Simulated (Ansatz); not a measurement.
Born–Oppenheimer molecular dynamics of a periodic cell of 26 atoms, KFe3H6Se2O14 (host KFe3H6Se2O14, host structure R-3m). It starts from an unrelaxed structure (largest force component 0.83 eV/Å).

Level of theory: DFT PBEsol, scalar-relativistic, plane waves, PAW in Ansatz. Settings: accuracy low, cutoff 420 eV, k mesh 2x2x2, fermi-dirac smearing 0.05 eV, spin collinear.

```json
{
  "ensemble": "NVT, Nosé–Hoover chain",
  "time step": "0.5 fs",
  "steps asked": "200",
  "set temperature": "1950 K",
  "starting velocities": "zero",
  "thermostat": "time constant 100 fs, chain length 1",
  "seed": "221792"
}
```

Frames 10 fs apart, positions in Å, forces in eV/Å.

Velocities at 20 fs (Å/ps):

```
K 0.00 0.00 0.00
Fe 0.00 0.00 0.00
Fe 0.00 0.00 0.00
Fe 0.00 0.00 0.00
H 0.00 0.88 2.79
H -0.76 -0.44 2.79
H 0.76 -0.44 2.79
H 0.76 0.44 -2.79
H 0.00 -0.88 -2.79
H -0.76 0.44 -2.79
Se 0.00 0.00 -0.50
Se 0.00 0.00 0.50
O 0.00 0.00 0.24
O 0.00 0.00 -0.24
O 0.43 0.25 -0.36
O -0.43 0.25 -0.36
O 0.00 -0.50 -0.36
O 0.00 0.50 0.36
O 0.43 -0.25 0.36
O -0.43 -0.25 0.36
O 0.00 -0.85 1.89
O 0.73 0.42 1.89
O -0.73 0.42 1.89
O -0.73 -0.42 -1.89
O 0.00 0.85 -1.89
O 0.73 -0.42 -1.89
```

```xyz
26
Lattice="3.7321 2.1547 5.8910 -3.7321 2.1547 5.8910 0.0000 -4.3094 5.8910" Properties=species:S:1:pos:R:3:forces:R:3 time_fs=20 energy_less_start_eV=-0.026 T=9
K 0.000 0.000 0.000 0.00 0.00 0.00
Fe 1.866 1.077 2.946 0.00 0.00 0.00
Fe -1.866 1.077 2.946 0.00 0.00 0.00
Fe 0.000 -2.155 2.946 0.00 0.00 0.00
H 0.000 -1.793 7.970 0.00 0.40 -0.25
H 1.553 0.897 7.970 -0.35 -0.20 -0.25
H -1.553 0.897 7.970 0.35 -0.20 -0.25
H -1.553 -0.897 9.703 0.35 0.20 0.25
H 0.000 1.793 9.703 0.00 -0.40 0.25
H 1.553 -0.897 9.703 -0.35 0.20 0.25
Se 0.000 0.000 5.494 0.00 0.00 0.50
Se 0.000 0.000 12.178 0.00 0.00 -0.50
O 0.000 0.000 7.177 0.00 0.00 -0.90
O 0.000 0.000 10.496 0.00 0.00 0.90
O 1.369 0.790 4.923 -0.30 -0.17 0.13
O -1.369 0.790 4.923 0.30 -0.17 0.13
O 0.000 -1.581 4.923 0.00 0.35 0.13
O 0.000 1.581 12.750 0.00 -0.35 -0.13
O 1.369 -0.790 12.750 -0.30 0.17 -0.13
O -1.369 -0.790 12.750 0.30 0.17 -0.13
O 0.000 -2.694 8.361 0.00 -0.41 0.33
O 2.333 1.347 8.361 0.35 0.20 0.33
O -2.333 1.347 8.361 -0.35 0.20 0.33
O -2.333 -1.347 9.312 -0.35 -0.20 -0.33
O 0.000 2.694 9.312 0.00 0.41 -0.33
O 2.333 -1.347 9.312 0.35 -0.20 -0.33
26
Lattice="3.7321 2.1547 5.8910 -3.7321 2.1547 5.8910 0.0000 -4.3094 5.8910" Properties=species:S:1:pos:R:3:forces:R:3 time_fs=30 energy_less_start_eV=-0.069 T=23
K 0.000 0.000 0.000 0.00 0.00 0.00
Fe 1.866 1.077 2.946 0.00 0.00 0.00
Fe -1.866 1.077 2.946 0.00 0.00 0.00
Fe 0.000 -2.155 2.946 0.00 0.00 0.00
H 0.000 -1.810 7.970 0.00 0.41 -0.24
H 1.568 0.905 7.970 -0.36 -0.21 -0.24
H -1.568 0.905 7.970 0.36 -0.21 -0.24
H -1.568 -0.905 9.703 0.36 0.21 0.24
H 0.000 1.810 9.703 0.00 -0.41 0.24
H 1.568 -0.905 9.703 -0.36 0.21 0.24
Se 0.000 0.000 5.492 0.00 0.00 0.24
Se 0.000 0.000 12.181 0.00 0.00 -0.24
O 0.000 0.000 7.155 0.00 0.00 -0.39
O 0.000 0.000 10.517 0.00 0.00 0.39
O 1.365 0.788 4.924 -0.11 -0.06 0.05
O -1.365 0.788 4.924 0.11 -0.06 0.05
O 0.000 -1.576 4.924 0.00 0.13 0.05
O 0.000 1.576 12.749 0.00 -0.13 -0.05
O 1.365 -0.788 12.749 -0.11 0.06 -0.05
O -1.365 -0.788 12.749 0.11 0.06 -0.05
O 0.000 -2.700 8.383 0.00 -0.34 0.22
O 2.339 1.350 8.383 0.29 0.17 0.22
O -2.339 1.350 8.383 -0.29 0.17 0.22
O -2.339 -1.350 9.290 -0.29 -0.17 -0.22
O 0.000 2.700 9.290 0.00 0.34 -0.22
O 2.339 -1.350 9.290 0.29 -0.17 -0.22
26
Lattice="3.7321 2.1547 5.8910 -3.7321 2.1547 5.8910 0.0000 -4.3094 5.8910" Properties=species:S:1:pos:R:3:forces:R:3 time_fs=40 energy_less_start_eV=-0.029 T=12
K 0.000 0.000 0.000 0.00 0.00 0.00
Fe 1.866 1.077 2.946 0.00 0.00 0.00
Fe -1.866 1.077 2.946 0.00 0.00 0.00
Fe 0.000 -2.155 2.946 0.00 0.00 0.00
H 0.000 -1.840 7.938 0.00 0.45 -0.18
H 1.593 0.920 7.938 -0.39 -0.23 -0.18
H -1.593 0.920 7.938 0.39 -0.23 -0.18
H -1.593 -0.920 9.735 0.39 0.23 0.18
H 0.000 1.840 9.735 0.00 -0.45 0.18
H 1.593 -0.920 9.735 -0.39 0.23 0.18
Se 0.000 0.000 5.490 0.00 0.00 -0.46
Se 0.000 0.000 12.183 0.00 0.00 0.46
O 0.000 0.000 7.118 0.00 0.00 0.82
O 0.000 0.000 10.555 0.00 0.00 -0.82
O 1.354 0.782 4.928 0.33 0.19 -0.15
O -1.354 0.782 4.928 -0.33 0.19 -0.15
O 0.000 -1.563 4.928 0.00 -0.38 -0.15
O 0.000 1.563 12.745 0.00 0.38 0.15
O 1.354 -0.782 12.745 0.33 -0.19 0.15
O -1.354 -0.782 12.745 -0.33 -0.19 0.15
O 0.000 -2.701 8.406 0.00 -0.32 0.08
O 2.339 1.351 8.406 0.28 0.16 0.08
O -2.339 1.351 8.406 -0.28 0.16 0.08
O -2.339 -1.351 9.267 -0.28 -0.16 -0.08
O 0.000 2.701 9.267 0.00 0.32 -0.08
O 2.339 -1.351 9.267 0.28 -0.16 -0.08
26
Lattice="3.7321 2.1547 5.8910 -3.7321 2.1547 5.8910 0.0000 -4.3094 5.8910" Properties=species:S:1:pos:R:3:forces:R:3 time_fs=50 energy_less_start_eV=-0.041 T=17
K 0.000 0.000 0.000 0.00 0.00 0.00
Fe 1.866 1.077 2.946 0.00 0.00 0.00
Fe -1.866 1.077 2.946 0.00 0.00 0.00
Fe 0.000 -2.155 2.946 0.00 0.00 0.00
H 0.000 -1.839 7.944 0.00 0.44 -0.17
H 1.593 0.920 7.944 -0.38 -0.22 -0.17
H -1.593 0.920 7.944 0.38 -0.22 -0.17
H -1.593 -0.920 9.729 0.38 0.22 0.17
H 0.000 1.839 9.729 0.00 -0.44 0.17
H 1.593 -0.920 9.729 -0.38 0.22 0.17
Se 0.000 0.000 5.484 0.00 0.00 -0.04
Se 0.000 0.000 12.190 0.00 0.00 0.04
O 0.000 0.000 7.123 0.00 0.00 0.37
O 0.000 0.000 10.550 0.00 0.00 -0.37
O 1.359 0.785 4.926 0.20 0.11 -0.10
O -1.359 0.785 4.926 -0.20 0.11 -0.10
O 0.000 -1.569 4.926 0.00 -0.23 -0.10
O 0.000 1.569 12.747 0.00 0.23 0.10
O 1.359 -0.785 12.747 0.20 -0.11 0.10
O -1.359 -0.785 12.747 -0.20 -0.11 0.10
O 0.000 -2.696 8.422 0.00 -0.33 0.01
O 2.335 1.348 8.422 0.28 0.16 0.01
O -2.335 1.348 8.422 -0.28 0.16 0.01
O -2.335 -1.348 9.251 -0.28 -0.16 -0.01
O 0.000 2.696 9.251 0.00 0.33 -0.01
O 2.335 -1.348 9.251 0.28 -0.16 -0.01
26
Lattice="3.7321 2.1547 5.8910 -3.7321 2.1547 5.8910 0.0000 -4.3094 5.8910" Properties=species:S:1:pos:R:3:forces:R:3 time_fs=60 energy_less_start_eV=-0.023 T=13
K 0.000 0.000 0.000 0.00 0.00 0.00
Fe 1.866 1.077 2.946 0.00 0.00 0.00
Fe -1.866 1.077 2.946 0.00 0.00 0.00
Fe 0.000 -2.155 2.946 0.00 0.00 0.00
H 0.000 -1.802 7.997 0.00 0.37 -0.23
H 1.561 0.901 7.997 -0.32 -0.19 -0.23
H -1.561 0.901 7.997 0.32 -0.19 -0.23
H -1.561 -0.901 9.677 0.32 0.19 0.23
H 0.000 1.802 9.677 0.00 -0.37 0.23
H 1.561 -0.901 9.677 -0.32 0.19 0.23
Se 0.000 0.000 5.475 0.00 0.00 0.72
Se 0.000 0.000 12.198 0.00 0.00 -0.72
O 0.000 0.000 7.152 0.00 0.00 -0.75
O 0.000 0.000 10.521 0.00 0.00 0.75
O 1.374 0.793 4.920 -0.29 -0.17 0.11
O -1.374 0.793 4.920 0.29 -0.17 0.11
O 0.000 -1.587 4.920 0.00 0.34 0.11
O 0.000 1.587 12.753 0.00 -0.34 -0.11
O 1.374 -0.793 12.753 -0.29 0.17 -0.11
O -1.374 -0.793 12.753 0.29 0.17 -0.11
O 0.000 -2.686 8.427 0.00 -0.36 0.04
O 2.326 1.343 8.427 0.31 0.18 0.04
O -2.326 1.343 8.427 -0.31 0.18 0.04
O -2.326 -1.343 9.246 -0.31 -0.18 -0.04
O 0.000 2.686 9.246 0.00 0.36 -0.04
O 2.326 -1.343 9.246 0.31 -0.18 -0.04
26
Lattice="3.7321 2.1547 5.8910 -3.7321 2.1547 5.8910 0.0000 -4.3094 5.8910" Properties=species:S:1:pos:R:3:forces:R:3 time_fs=70 energy_less_start_eV=-0.018 T=13
K 0.000 0.000 0.000 0.00 0.00 0.00
Fe 1.866 1.077 2.946 0.00 0.00 0.00
Fe -1.866 1.077 2.946 0.00 0.00 0.00
Fe 0.000 -2.155 2.946 0.00 0.00 0.00
H 0.000 -1.780 8.013 0.00 0.35 -0.28
H 1.541 0.890 8.013 -0.30 -0.17 -0.28
H -1.541 0.890 8.013 0.30 -0.17 -0.28
H -1.541 -0.890 9.660 0.30 0.17 0.28
H 0.000 1.780 9.660 0.00 -0.35 0.28
H 1.541 -0.890 9.660 -0.30 0.17 0.28
Se 0.000 0.000 5.473 0.00 0.00 0.62
Se 0.000 0.000 12.200 0.00 0.00 -0.62
O 0.000 0.000 7.146 0.00 0.00 -0.60
O 0.000 0.000 10.527 0.00 0.00 0.60
O 1.375 0.794 4.919 -0.30 -0.17 0.09
O -1.375 0.794 4.919 0.30 -0.17 0.09
O 0.000 -1.587 4.919 0.00 0.35 0.09
O 0.000 1.587 12.754 0.00 -0.35 -0.09
O 1.375 -0.794 12.754 -0.30 0.17 -0.09
O -1.375 -0.794 12.754 0.30 0.17 -0.09
O 0.000 -2.673 8.422 0.00 -0.46 0.09
O 2.315 1.336 8.422 0.40 0.23 0.09
O -2.315 1.336 8.422 -0.40 0.23 0.09
O -2.315 -1.336 9.251 -0.40 -0.23 -0.09
O 0.000 2.673 9.251 0.00 0.46 -0.09
O 2.315 -1.336 9.251 0.40 -0.23 -0.09
26
Lattice="3.7321 2.1547 5.8910 -3.7321 2.1547 5.8910 0.0000 -4.3094 5.8910" Properties=species:S:1:pos:R:3:forces:R:3 time_fs=80 energy_less_start_eV=-0.041 T=24
K 0.000 0.000 0.000 0.00 0.00 0.00
Fe 1.866 1.077 2.946 0.00 0.00 0.00
Fe -1.866 1.077 2.946 0.00 0.00 0.00
Fe 0.000 -2.155 2.946 0.00 0.00 0.00
H 0.000 -1.795 7.951 0.00 0.37 -0.18
H 1.555 0.898 7.951 -0.32 -0.18 -0.18
H -1.555 0.898 7.951 0.32 -0.18 -0.18
H -1.555 -0.898 9.722 0.32 0.18 0.18
H 0.000 1.795 9.722 0.00 -0.37 0.18
H 1.555 -0.898 9.722 -0.32 0.18 0.18
Se 0.000 0.000 5.477 0.00 0.00 -0.17
Se 0.000 0.000 12.196 0.00 0.00 0.17
O 0.000 0.000 7.112 0.00 0.00 0.62
O 0.000 0.000 10.561 0.00 0.00 -0.62
O 1.358 0.784 4.924 0.22 0.13 -0.16
O -1.358 0.784 4.924 -0.22 0.13 -0.16
O 0.000 -1.569 4.924 0.00 -0.26 -0.16
O 0.000 1.569 12.749 0.00 0.26 0.16
O 1.358 -0.784 12.749 0.22 -0.13 0.16
O -1.358 -0.784 12.749 -0.22 -0.13 0.16
O 0.000 -2.663 8.411 0.00 -0.55 0.09
O 2.306 1.332 8.411 0.48 0.27 0.09
O -2.306 1.332 8.411 -0.48 0.27 0.09
O -2.306 -1.332 9.262 -0.48 -0.27 -0.09
O 0.000 2.663 9.262 0.00 0.55 -0.09
O 2.306 -1.332 9.262 0.48 -0.27 -0.09
26
Lattice="3.7321 2.1547 5.8910 -3.7321 2.1547 5.8910 0.0000 -4.3094 5.8910" Properties=species:S:1:pos:R:3:forces:R:3 time_fs=90 energy_less_start_eV=-0.014 T=18
K 0.000 0.000 0.000 0.00 0.00 0.00
Fe 1.866 1.077 2.946 0.00 0.00 0.00
Fe -1.866 1.077 2.946 0.00 0.00 0.00
Fe 0.000 -2.155 2.946 0.00 0.00 0.00
H 0.000 -1.815 7.898 0.00 0.39 -0.09
H 1.571 0.907 7.898 -0.34 -0.20 -0.09
H -1.571 0.907 7.898 0.34 -0.20 -0.09
H -1.571 -0.907 9.775 0.34 0.20 0.09
H 0.000 1.815 9.775 0.00 -0.39 0.09
H 1.571 -0.907 9.775 -0.34 0.20 0.09
Se 0.000 0.000 5.479 0.00 0.00 -0.22
Se 0.000 0.000 12.194 0.00 0.00 0.22
O 0.000 0.000 7.110 0.00 0.00 0.69
O 0.000 0.000 10.563 0.00 0.00 -0.69
O 1.352 0.781 4.922 0.39 0.23 -0.21
O -1.352 0.781 4.922 -0.39 0.23 -0.21
O 0.000 -1.562 4.922 0.00 -0.45 -0.21
O 0.000 1.562 12.751 0.00 0.45 0.21
O 1.352 -0.781 12.751 0.39 -0.23 0.21
O -1.352 -0.781 12.751 -0.39 -0.23 0.21
O 0.000 -2.663 8.392 0.00 -0.57 0.12
O 2.307 1.332 8.392 0.50 0.29 0.12
O -2.307 1.332 8.392 -0.50 0.29 0.12
O -2.307 -1.332 9.281 -0.50 -0.29 -0.12
O 0.000 2.663 9.281 0.00 0.57 -0.12
O 2.307 -1.332 9.281 0.50 -0.29 -0.12
```

Of the whole run (100 fs, mean temperature of the second half 20 K): The conserved energy stayed within 0.019 meV per atom of its start (net change -0.0085 meV per atom), so the integration is sound. The mean temperature of the second half is 99 % below the set value. A run of 0.1 ps of so small a system gives no equilibrium averages. No Hubbard correction was used and the magnetic state wasn't searched. Limits of this set-up: coarse k mesh, low accuracy level.

The run took 34 min on 4 threads of Arm Neoverse V1, with other jobs on the host, peak memory 1.3 GiB.
